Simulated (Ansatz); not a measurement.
**ClH7OSi3: one species, many methods**

The task here is to estimate one member of a computed series from the others.

The runs use Ansatz 0.2.0, Gaussian basis; functionals in def2-TZVPP, the program's frozen cores in correlated methods.

Plan: LDA (SPW92), PBE-D4, revPBE-D4, BLYP-D4, r2SCAN-D4, B97M-V, PBE0-D4, B3LYP-D4, r2SCANh-D4, r2SCAN0-D4, HSE06-D4, BHLYP-D4, CAM-B3LYP-D4, LC-ωPBE, ωB97X-V, ωB97M-V, B2PLYP, PBE-QIDH; CCSD(T)/def2-SVP; CCSD(T)/def2-TZVPP; MP2/def2-QZVPP; extrapolation to the limit; RPA on PBE.

## The geometry

All runs share one geometry, relaxed beforehand with PBE0-D4 in a triple-zeta def2 set.

SMILES `O[SiH](Cl)[SiH2][SiH3]`, 12 atoms, charge 0, spin multiplicity 1.

Atoms are counted from 1 here; the program's logs count them from 0.

Bond lengths: O1–Si2 1.639 Å, O1–H6 0.959 Å, Si2–Cl3 2.069 Å, Si2–Si4 2.340 Å, Si2–H7 1.479 Å, Si4–Si5 2.339 Å, Si4–H8 1.490 Å, Si4–H9 1.492 Å, Si5–H10 1.487 Å, Si5–H11 1.488 Å, Si5–H12 1.486 Å. Angles: Si2–O1–H6 118.2°, O1–Si2–Cl3 110.6°, O1–Si2–Si4 114.3°, O1–Si2–H7 105.1°, Cl3–Si2–Si4 105.5°, Cl3–Si2–H7 107.2°, Si4–Si2–H7 114.0°, Si2–Si4–Si5 109.8°, Si2–Si4–H8 109.7°, Si2–Si4–H9 108.1°, Si5–Si4–H8 110.8°, Si5–Si4–H9 110.2°, H8–Si4–H9 108.2°, Si4–Si5–H10 110.6°, Si4–Si5–H11 109.5°, Si4–Si5–H12 109.7°, H10–Si5–H11 108.7°, H10–Si5–H12 109.2° and more.

The first run:

The input, in.yaml:

```yaml
crystal:
  periodic: [false, false, false]
  atoms:
    - {symbol: O, position_ang: [-3.019343, -0.199857, 0.355553]}
    - {symbol: Si, position_ang: [-1.447499, -0.182199, 0.820023]}
    - {symbol: Cl, position_ang: [-1.021363, 1.543653, 1.879104]}
    - {symbol: Si, position_ang: [0.081328, -0.222848, -0.951088]}
    - {symbol: Si, position_ang: [2.251207, 0.077969, -0.131654]}
    - {symbol: H, position_ang: [-3.313131, 0.461187, -0.273771]}
    - {symbol: H, position_ang: [-1.309980, -1.317393, 1.758446]}
    - {symbol: H, position_ang: [-0.032313, -1.515519, -1.684279]}
    - {symbol: H, position_ang: [-0.270328, 0.879922, -1.891872]}
    - {symbol: H, position_ang: [3.249863, -0.087639, -1.221501]}
    - {symbol: H, position_ang: [2.526068, -0.931415, 0.926039]}
    - {symbol: H, position_ang: [2.382593, 1.438937, 0.449100]}
basis:
  gaussian: {orbitals: def2-TZVPP}
hamiltonian: {xc: lda}
output: {orbitals: {seedname: orbitals}}
```

The run is started by

```bash
ansatz run in.yaml --threads 4 --pin off --events-out ev --progress --plain --max-ram 10444MiB
```

Among the steps run: LDA; PBE-D4 (GGA); revPBE-D4 (GGA); BLYP-D4 (GGA); r2SCAN-D4 (meta-GGA); B97M-V (meta-GGA); B3LYP-D4 (hybrid); r2SCANh-D4 (hybrid); r2SCAN0-D4 (hybrid); HSE06-D4 (hybrid); BHLYP-D4 (hybrid); CAM-B3LYP-D4 (range-separated); LC-ωPBE (range-separated); ωB97X-V (range-separated); ωB97M-V (range-separated); B2PLYP (double hybrid); PBE-QIDH (double hybrid).

One table of the session follows, with a row left open; its other results are not shown here.

It belongs to the step «Orbital energies across the functionals». 

| functional | HOMO (eV) | gap (eV) |
| --- | --- | --- |
| LDA (SPW92) | -6.79 | 5.14 |
| PBE-D4 | -6.70 | 5.26 |
| revPBE-D4 | -6.65 | 5.31 |
| BLYP-D4 | -6.57 | 5.29 |
| r2SCAN-D4 | -6.97 | 5.80 |
| B97M-V | -7.09 | 5.72 |
| PBE0-D4 | -7.86 | 7.24 |
| B3LYP-D4 | -7.66 | 6.87 |
| r2SCANh-D4 | -7.39 | 6.50 |
| r2SCAN0-D4 | -8.03 | 7.56 |
| HSE06-D4 | -7.47 | 6.47 |
| BHLYP-D4 | -8.92 | 9.20 |
| CAM-B3LYP-D4 | -9.12 | 9.53 |
| LC-ωPBE | -10.40 | 11.90 |
| ωB97X-V | ? | ? |
| ωB97M-V | -9.85 | 10.93 |

Q: Estimate the row for ωB97X-V from the others.

**Answer.** HOMO (eV): -10.09; gap (eV): 11.47. In the column «HOMO (eV)» it lies between LC-ωPBE (-10.40) and ωB97M-V (-9.85).
